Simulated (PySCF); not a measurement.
**[PbI2]2+: other functionals and bases at one geometry**

One table from this session's results is given with a row withheld; the runs are named, their logs left out.

Computed with PySCF 2.14.0. Level: several levels, as the steps say, no spin–orbit coupling.

1 further run of the same task is left out (for a known fault of the program).

**The system as given**

3 atoms, charge 2, spin multiplicity 1.

Bond lengths: Pb1–I2 2.642 Å, Pb1–I3 2.642 Å. Angles: I2–Pb1–I3 179.9°.

As a file:

```xyz
3
charge 2, multiplicity 1
Pb    0.0000    0.0000    0.1304
I     2.6420    0.0000    0.1282
I    -2.6420    0.0000    0.1282
```

Formal oxidation states: Pb +4. An earlier session relaxed this geometry at PBE0, Pb def2-SVP with ECP60, I def2-SVP with ECP28 (singlet, point group D∞h).

At PBE0 on the finer grid: E = -787.568684 Eh, HOMO -18.18 eV, LUMO -15.50 eV, Mulliken charge on Pb1 +0.99 e, largest force component 0.004 eV/Å. 

Levels to run: TPSS; M06-L; BP86; r2SCAN; PBE0, TZVP; PBE0, x2c-SVP. Hardware: 2 threads of Arm Neoverse V1, shared host.

Set-up of the first run:

The input, run.py (the lines that set the calculation):

```python
mol = gto.M(atom='''
Pb     0.00000     0.00000     0.13042
I      2.64205     0.00000     0.12821
I     -2.64205     0.00000     0.12821''',
    basis={'Pb': 'def2-SVP', 'I': 'def2-SVP'},
    ecp={'Pb': 'def2-SVP', 'I': 'def2-SVP'},
    charge=2, spin=0)
mf = dft.RKS(mol, xc='TPSS')
mf.grids.atom_grid = (75, 302)
mf = mf.density_fit()  # fitting sets: Pb def2-universal-JKFIT, I def2-universal-JKFIT
mf.conv_tol = 1e-08; mf.max_cycle = 55
mf.kernel(dm0)  # dm0: the density of the relaxed state
```

Started as:

```sh
$ OMP_NUM_THREADS=2 python run.py
```

Steps of the session up to this table: TPSS; M06-L; BP86; r2SCAN; PBE0, TZVP; PBE0, x2c-SVP.

One table of the session follows, with a row left open; its other results are not shown here.

| level | HOMO (eV) | gap (eV) | charge on Pb1 (e) | largest force component (eV/Å) |
| --- | --- | --- | --- | --- |
| PBE0 (relaxed here) | -18.18 | 2.68 | 0.99 | 0.00 |
| TPSS | -17.18 | 1.07 | 0.97 | 0.28 |
| M06-L | -17.06 | 1.22 | 1.01 | 0.48 |
| BP86 | -17.22 | 0.92 | 0.91 | 0.40 |
| r2SCAN | -17.41 | 1.21 | 0.98 | 0.09 |
| PBE0, TZVP | -18.08 | 2.83 | 1.08 | 0.34 |
| PBE0, x2c-SVP | ? | ? | ? | ? |

**Question.** Estimate the row for PBE0, x2c-SVP.

**Answer.** HOMO (eV): -18.20; gap (eV): 2.68; charge on Pb1 (e): 1.10; largest force component (eV/Å): 0.18. In the column «HOMO (eV)» it is the lowest.

In one basis the HOMO–LUMO gap runs from 0.92 eV (BP86) to 2.68 eV (PBE0). The largest leftover force, 0.48 eV/Å with M06-L, stands at a geometry relaxed at another level. Total energies of different levels can't be compared.
